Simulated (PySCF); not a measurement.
# A diatomic session: SiSb, part 2 of 2

PySCF 2.14.0; Si x2c-SVPall, Sb x2c-SVPall; spin-free X2C with a Gaussian nucleus. Earlier steps stand in the parts before.

## 12. UHF (mean field)

Log of the SCF at 2.380 Å:

```text
******** <class 'pyscf.scf.uhf_symm.SymAdaptedUHF'> ********
method = SymAdaptedUHF
[... 11 set-up lines left out, the same as in an earlier log ...]
max_memory 909 MB (current use 385 MB)
[... 1 set-up line left out, the same as in an earlier log ...]
Overwritten attributes  get_k get_occ get_jk get_j get_hcore  of <class 'pyscf.scf.uhf_symm.SymAdaptedUHF'>
<class 'pyscf.scf.uhf_symm.SymAdaptedUHF'> does not have attributes  refdm
[... 1 set-up line left out, the same as in an earlier log ...]
init E= -6766.61220434028
cycle= 1 E= -6766.62200407258  delta_E= -0.0098  |g|= 0.0255  |ddm|= 0.268
cycle= 2 E= -6766.62292716899  delta_E= -0.000923  |g|= 0.0115  |ddm|= 0.0928
cycle= 3 E= -6766.62326063181  delta_E= -0.000333  |g|= 0.00889  |ddm|= 0.0359
cycle= 4 E= -6766.62353822717  delta_E= -0.000278  |g|= 0.00684  |ddm|= 0.0316
cycle= 5 E= -6766.62373074025  delta_E= -0.000193  |g|= 0.00709  |ddm|= 0.0183
cycle= 6 E= -6766.62321957509  delta_E= 0.000511  |g|= 0.00607  |ddm|= 0.0517
cycle= 7 E= -6766.62257037631  delta_E= 0.000649  |g|= 0.00383  |ddm|= 0.111
cycle= 8 E= -6766.62254939616  delta_E= 2.1e-05  |g|= 0.00263  |ddm|= 0.0436
cycle= 9 E= -6766.6225973304  delta_E= -4.79e-05  |g|= 0.0018  |ddm|= 0.0274
cycle= 10 E= -6766.62264010823  delta_E= -4.28e-05  |g|= 0.000675  |ddm|= 0.028
cycle= 11 E= -6766.62264423753  delta_E= -4.13e-06  |g|= 0.000197  |ddm|= 0.0105
cycle= 12 E= -6766.62264428073  delta_E= -4.32e-08  |g|= 4.43e-05  |ddm|= 0.00107
cycle= 13 E= -6766.62264428441  delta_E= -3.69e-09  |g|= 8.98e-06  |ddm|= 0.00026
cycle= 14 E= -6766.62264428464  delta_E= -2.22e-10  |g|= 2.42e-06  |ddm|= 6.04e-05
Extra cycle  E= -6766.62264428465  delta_E= -1.27e-11  |g|= 1.44e-06  |ddm|= 9.68e-06
converged SCF energy = -6766.62264428465  <S^2> = 0.76706094  2S+1 = 2.0169888
```

No constants are quoted: the points don't follow one smooth fit.

## 13. Correlated methods on the Hartree–Fock reference

Reference: UHF; core orbitals frozen: 23.

Output of the coupled-cluster run at 2.380 Å:

```text
******** <class 'pyscf.cc.uccsd.UCCSD'> ********
CC2 = 0
CCSD nocc = (np.int64(10), np.int64(9)), nmo = (31, 31)
frozen orbitals [[0, 1, 2, 3, 4, 5, 6, 7, 8, 9, 10, 11, 12, 13, 14, 15, 16, 17, 18, 19, 20, 21, 22], [0, 1, 2, 3, 4, 5, 6, 7, 8, 9, 10, 11, 12, 13, 14, 15, 16, 17, 18, 19, 20, 21, 22]]
max_cycle = 80
direct = 0
conv_tol = 1e-07
conv_tol_normt = 1e-05
diis_space = 8
diis_start_cycle = 0
diis_start_energy_diff = 1e+09
max_memory 909 MB (current use 378 MB)
Init t2, MP2 energy = -0.167359829065178
Init E_corr(UCCSD) = -0.167359829068763
cycle = 1  E_corr(UCCSD) = -0.180220181947004  dE = -0.0128603529  norm(t1,t2) = 0.0993751
cycle = 2  E_corr(UCCSD) = -0.187900920239671  dE = -0.00768073829  norm(t1,t2) = 0.0378868
cycle = 3  E_corr(UCCSD) = -0.189801655871474  dE = -0.00190073563  norm(t1,t2) = 0.0241814
cycle = 4  E_corr(UCCSD) = -0.191910290182183  dE = -0.00210863431  norm(t1,t2) = 0.0127367
cycle = 5  E_corr(UCCSD) = -0.191732655921484  dE = 0.000177634261  norm(t1,t2) = 0.00626456
cycle = 6  E_corr(UCCSD) = -0.191744824649274  dE = -1.21687278e-05  norm(t1,t2) = 0.00288236
cycle = 7  E_corr(UCCSD) = -0.191821262391168  dE = -7.64377419e-05  norm(t1,t2) = 0.00145772
cycle = 8  E_corr(UCCSD) = -0.191806898504799  dE = 1.43638864e-05  norm(t1,t2) = 0.000647067
cycle = 9  E_corr(UCCSD) = -0.191822767669454  dE = -1.58691647e-05  norm(t1,t2) = 0.000257727
cycle = 10  E_corr(UCCSD) = -0.191820485290616  dE = 2.28237884e-06  norm(t1,t2) = 0.00011663
cycle = 11  E_corr(UCCSD) = -0.191819334965728  dE = 1.15032489e-06  norm(t1,t2) = 5.19712e-05
cycle = 12  E_corr(UCCSD) = -0.191819827092891  dE = -4.92127163e-07  norm(t1,t2) = 2.06931e-05
cycle = 13  E_corr(UCCSD) = -0.191819968589999  dE = -1.41497108e-07  norm(t1,t2) = 8.04924e-06
cycle = 14  E_corr(UCCSD) = -0.191820096959299  dE = -1.283693e-07  norm(t1,t2) = 2.82026e-06
cycle = 15  E_corr(UCCSD) = -0.191820018140498  dE = 7.88188009e-08  norm(t1,t2) = 1.54336e-06
UCCSD converged
E(UCCSD) = -6766.81446430279  E_corr = -0.1918200181404982
UCCSD(T) correction = -0.0105512382925039
```

Correlation energy (eV) along the bond:

```tsv
R (Å)	MP2	SCS-MP2	CCSD	CCSD(T)	T1
2.047	-4.347	-4.215	n/a	n/a	n/a
2.142	-4.339	-4.211	-5.044	-5.273	0.024
2.237	-4.158	-4.031	-5.053	-5.295	0.047
2.309	-4.494	-4.355	-5.166	-5.435	0.023
2.380	-4.554	-4.418	-5.220	-5.507	0.024
2.451	-4.608	-4.475	-5.277	-5.583	0.027
2.547	-4.674	-4.547	-5.357	-5.689	0.031
2.666	-4.752	-4.637	-5.464	-5.831	0.039
2.808	-4.848	-4.747	-5.609	-6.017	0.050
2.999	-4.870	-4.788	n/a	n/a	n/a
```

UHF-MP2: No constants are quoted: the points don't follow one smooth fit.

UHF-SCS-MP2: No constants are quoted: the points don't follow one smooth fit.

UHF-CCSD: Re = 2.398 Å, ωe = 417 cm⁻¹, ωexe = 1.42 cm⁻¹, αe = 0.000528 cm⁻¹, Be = 0.1290 cm⁻¹, De = 1.99 eV.

UHF-CCSD(T): No constants are quoted: the points don't follow one smooth fit.

## 14. The curves together

Energy (eV) from each level's lowest point:

```tsv
R (Å)	UHF	UHF-MP2	UHF-SCS-MP2	UHF-CCSD	UHF-CCSD(T)	LDA	PBE	TPSS	r²SCAN	B3LYP	PBE0	CAM-B3LYP
2.047	1.241	1.448	1.444	n/a	n/a	1.311	1.483	1.444	1.405	1.419	1.336	1.223
2.142	0.499	0.714	0.706	0.675	0.734	0.591	0.703	0.675	0.643	0.655	0.594	0.514
2.237	0.065	0.461	0.452	0.232	0.279	0.191	0.253	0.236	0.215	0.223	0.186	0.138
2.309	0.010	0.070	0.072	0.064	0.083	0.046	0.075	0.067	0.055	0.060	0.041	0.017
2.380	0.000	0.000	0.000	0.000	0.002	0.000	0.000	0.000	0.000	0.000	0.000	0.000
2.451	0.074	0.020	0.017	0.017	0.000	0.031	0.005	0.013	0.024	0.020	0.039	0.061
2.547	0.267	0.147	0.138	0.129	0.086	0.159	0.102	0.120	0.145	0.137	0.178	0.218
2.666	0.606	0.408	0.388	0.361	0.284	0.415	0.323	0.349	0.379	0.377	0.421	0.461
2.808	1.092	0.797	0.762	0.702	0.584	0.801	0.666	0.686	0.699	0.711	0.741	0.771
2.999	1.771	1.455	1.401	n/a	n/a	1.362	1.138	1.130	1.126	1.146	1.162	1.181
```

The whole job (state search and all levels along the bond) took 2.7 min on 1 thread of Oxide Virtual Turin-like (shared host), peak memory 0.67 GiB.

## 15. Results

What follows sums up all 2 parts.

Lowest PBE0 solution found, without spin–orbit coupling: ²Π (doublet), unpaired electrons π ↑. State 3 has its PBE0 minimum 1.20 eV higher. State 4 has its PBE0 minimum 1.54 eV higher, as a spin-mixed determinant (⟨S²⟩ = 1.76), so this is no gap between pure states. The other levels ran on the lowest alone.

```tsv
level	Re (Å)	ωe (cm⁻¹)	De (eV)	μ (D)
UHF-CCSD	2.398	417	1.99	n/a
LDA	2.384	419	3.89	0.21
PBE	2.410	407	3.16	0.33
TPSS	2.402	412	3.00	0.35
r²SCAN	2.391	423	2.83	0.26
B3LYP	2.395	419	2.92	0.13
PBE0	2.377	435	2.80	0.19
CAM-B3LYP	2.357	448	2.69	0.00
```

De is counted to Si + Sb in their ground configurations. A positive dipole means Si(−)Sb(+). No constants: UHF (the points don't follow one smooth fit); UHF-MP2 (the points don't follow one smooth fit); UHF-SCS-MP2 (the points don't follow one smooth fit); UHF-CCSD(T) (the points don't follow one smooth fit).

Time per point (s) on 1 thread of Oxide Virtual Turin-like, shared host (CPU time, shared integrals of 0.95 s apart; correlated levels include their reference; CCSD comes with the CCSD(T) run); the times are rough: LDA 0.3, PBE 0.59, TPSS 0.85, r²SCAN 0.8, B3LYP 0.77, PBE0 1.2, CAM-B3LYP 1.8.

Bond lengths run from 2.357 Å (CAM-B3LYP) to 2.410 Å (PBE). Among the levels with a De in the table, it runs from 1.99 eV (UHF-CCSD) to 3.89 eV (LDA).

Correlated steps freeze 23 core orbitals. Spin–orbit coupling is left out, which matters for elements this heavy, above all for dissociation energies. T1 is 0.024 near the minimum (highest on the curve 0.050), which may point to more than one leading configuration. At some levels the lowest empty orbital lies below the highest filled one (the two can be of opposite spin). With spin–orbit coupling the term label itself may not hold.
